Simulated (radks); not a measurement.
# Zr²⁺ in [Kr] 4d2: an all-electron calculation

Wanted: eigenvalues, radial structure and energy terms of the zirconium ion Zr2+.

Method: scalar-relativistic Kohn-Sham, LDA (Slater exchange, Perdew-Wang correlation), spin-polarised, spherical densities, finite nucleus; open shells are filled with parallel spins first. Code: radks (a radial shooting solver on a logarithmic mesh, Libxc functionals) version 1.

### Step 1. Starting point

| Quantity | Value |
| --- | --- |
| element | zirconium (Z = 40) |
| charge | +2 |
| electrons | 38 |
| configuration | [Kr] 4d2 |
| nuclear rms radius | 4.2694 fm |

The outer shells:

Zr²⁺
```
[Kr] core
4d [↑ ][↑ ][  ][  ][  ]
```

### Step 2. Self-consistent calculation

The run's settings:

```text
Z 40
configuration [Kr] 4d2
relativity scalar-relativistic
functional lda,pw
spin polarised
nucleus finite rms 4.2694 fm
c 137.035999084
```

Command:

```console
$ python run_ks.py task.json out
```

The same process makes all the runs of this session.

**Question.** What will this run give?

**Answer**, as computed:

| quantity | value |
| --- | --- |
| total energy | -3593.82399 hartree |
| exchange-correlation share of it | 3.05 % |
| −T/E | 1.0279 |
| highest occupied level | 4d up, -18.059 eV |
| most extended occupied level | 4d up, <r> = 2.00 bohr |
| radius at density 0.001 e/bohr³ | 3.63 bohr |
| maxima of the radial density | 3 |
| ionisation energy, NIST | 23.170 (semi-emp.) eV |

What this shows: 4 principal shells are occupied and 3 maxima appear in the radial density; where shells overlap, one shows as a shoulder or not at all. Relativity lifts −T/E to 1.028. The top level binds by 18.059 eV, 78 % of the NIST ionisation energy of 23.170 eV; the potential of a semilocal functional falls off too fast, so its top eigenvalue is too shallow. Open shells are spherical and high-spin; term and fine-structure splittings are not resolved.
